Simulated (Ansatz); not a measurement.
# RbSi3Ge3: the cost of one run

Method: DFT PBE, scalar-relativistic, plane waves, PAW, in Ansatz 0.2.0.

1 further run of the same task is left out (it didn't finish). Runs told in other sessions of the task aren't counted.

### Step 1. The starting structure

It takes space group Pm-3n (No. 223, cubic). The conventional cell has a = 6.983 Å, b = 6.983 Å, c = 6.983 Å, α = 90.00°, β = 90.00°, γ = 90.00°. Rb (site symmetry m-3) has 12 Si at 3.90 Å and 12 Ge at 3.90 Å in its first shell of neighbours. Around Si (site symmetry -4m2) lie 4 Ge at 2.47 Å. Ge (site symmetry -4m2) is surrounded by 4 Si at 2.47 Å.

Structure file:

```
Rb Si Ge
1.0
     6.98314    0.00000    0.00000
     0.00000    6.98314    0.00000
     0.00000    0.00000    6.98314
Rb Si Ge
2 6 6
Direct
  0.50000 0.50000 0.50000
  0.00000 0.00000 0.00000
  0.50000 0.00000 0.75000
  0.75000 0.50000 0.00000
  0.00000 0.75000 0.50000
  0.50000 0.00000 0.25000
  0.25000 0.50000 0.00000
  0.00000 0.25000 0.50000
  0.00000 0.50000 0.75000
  0.75000 0.00000 0.50000
  0.50000 0.75000 0.00000
  0.00000 0.50000 0.25000
  0.25000 0.00000 0.50000
  0.50000 0.25000 0.00000
```

The start is the relaxed end of an invented cell (made as: 4-connected net, two elements alternating, guests in its cages (Pm-3n, No. 223)), taken up again for a closer look.

### Step 2. A first look at the guess

The input, input.yaml:

```yaml
crystal:
  lattice:
    - [6.9831358, 0.0, 0.0]
    - [0.0, 6.9831358, 0.0]
    - [0.0, 0.0, 6.9831358]
  atoms:
    - { symbol: Rb, position: [0.5, 0.5, 0.5] }
    - { symbol: Rb, position: [0.0, 0.0, 0.0] }
    - { symbol: Si, position: [0.5, 0.0, 0.75] }
    - { symbol: Si, position: [0.75, 0.5, 0.0] }
    - { symbol: Si, position: [0.0, 0.75, 0.5] }
    - { symbol: Si, position: [0.5, 0.0, 0.25] }
    - { symbol: Si, position: [0.25, 0.5, 0.0] }
    - { symbol: Si, position: [0.0, 0.25, 0.5] }
    - { symbol: Ge, position: [0.0, 0.5, 0.75] }
    - { symbol: Ge, position: [0.75, 0.0, 0.5] }
    - { symbol: Ge, position: [0.5, 0.75, 0.0] }
    - { symbol: Ge, position: [0.0, 0.5, 0.25] }
    - { symbol: Ge, position: [0.25, 0.0, 0.5] }
    - { symbol: Ge, position: [0.5, 0.25, 0.0] }
basis:
  ecutwfc: 420
kpoints:
  mp_grid: { grid: [4, 4, 4] }
hamiltonian:
  xc: pbe
scf:
  occupations: { method: gaussian, width: 0.1 }
  lower_state_search: "off"
output:
  forces: true
  stress: true
  eigenvalues: true
```

Run with:

```bash
$ ansatz run input.yaml --threads 4 --pin off --max-ram 8192MiB --backend cpu --events-out ev --progress --plain --runs-dir out
```

Q: Estimate wall time and peak memory on 4 threads of Intel Xeon Platinum 8259CL at 2.50GHz (Skylake/Cascade Lake), shared host.

About 6.5 s, with a peak of 1 GiB.
